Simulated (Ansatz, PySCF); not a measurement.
PbF4 in two programs

PbF4 (singlet), relaxed with PySCF 2.14.0, RKS r2SCAN, Pb def2-SVP with ECP60, F def2-SVP; non-relativistic Hamiltonian with scalar-relativistic core potentials where named; density fitting; no spin-orbit coupling:

```xyz
5

Pb    0.0000    0.0000    0.0000
F     1.5739    0.0000    1.2581
F     0.0000    1.5739   -1.2581
F    -1.5739    0.0000    1.2581
F     0.0000   -1.5739   -1.2581
```

There the HOMO–LUMO gap is 3.79 eV. 

The same geometry by Ansatz 0.2.0 (PBE, PAW, a periodic box with 9 Å of vacuum):

```csv
spin-orbit coupling,gap (eV),largest force component (eV/Å)
without,3.37,0.09
```

(1) What does the run with spin-orbit coupling give?

The spin-orbit runs use fully relativistic datasets of their own, so changes of a few hundredths of an eV needn't come from the coupling.

No frequency check is given that shows the relaxed geometry to be a minimum.

The two programs differ in functional, so their gaps don't test each other.

## Answers

(1) gap (eV): 3.39, largest force component (eV/Å): 0.13. It took 16 s on 2 threads of Arm Neoverse V2, with other jobs on the host, peak memory 2 GiB.
